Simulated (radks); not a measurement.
**Sn¹⁶⁺ in [Ar] 3d10 4s2 4p4: an all-electron calculation**

One table from this session's results is given with a row withheld; the runs are named, their logs left out.

The numbers are computed with radks (a radial shooting solver on a logarithmic mesh, Libxc functionals) version 1 (Dirac Kohn-Sham, LDA (Slater exchange, Perdew-Wang correlation), spin-unpolarised, spherical densities, point nucleus; open shells are shared between the two j in proportion to 2j + 1), except any that are marked as measured or tabulated.

### The atom as given

| Quantity | Value |
| --- | --- |
| element | tin (Z = 50) |
| charge | +16 |
| electrons | 34 |
| configuration | [Ar] 3d10 4s2 4p4 |

Outer shells as boxes (Hund's rule):

Sn¹⁶⁺
```
[Ar] core
3d [↑↓][↑↓][↑↓][↑↓][↑↓]
4s [↑↓]
4p [↑↓][↑ ][↑ ]
```

The first run:

The run's settings:

```text
Z 50
configuration [Ar] 3d10 4s2 4p4 5s0 4d0
relativity Dirac
functional lda,pw
spin unpolarised
j_filling average
nucleus point
c 137.035999084
```

Among the steps run: Self-consistent calculation.

One table of the session follows, with a row left open; its other results are not shown here.

It belongs to the step «Radial structure». Radial moments (bohr):

```
level      <r>  outermost maximum (interpolated)  90 % within  nodes
1s1/2  0.02908                            0.0188       0.0522      0
2s1/2   0.1251                             0.106        0.194      1
2p1/2   0.1058                            0.0818        0.173      0
2p3/2   0.1111                            0.0863        0.181      0
3s1/2   0.3371                             0.307        0.496      2
3p1/2   0.3272                             0.293        0.492      1
3p3/2   0.3382                             0.303        0.507      1
3d3/2   0.3079                             0.247        0.484      0
3d5/2   0.3113                             0.250        0.489      0
4s1/2   0.7420                             0.709         1.05      3
4p1/2   0.7588                             0.721         1.09      2
4p3/2   0.7768                             0.740         1.11      2
4d3/2   0.8086                             0.759         1.18      1
4d5/2        ?                                 ?            ?      ?
5s1/2    1.344                              1.36         1.87      4
```

Estimate the missing values for 4d5/2.

As computed: <r>: 0.8138; outermost maximum (interpolated): 0.765; 90 % within: 1.19; nodes: 1. In the column «<r>» it lies between 4d3/2 (0.8086) and 5s1/2 (1.344).

Caveats from the session: Spin polarisation and multiplet splitting are left out.
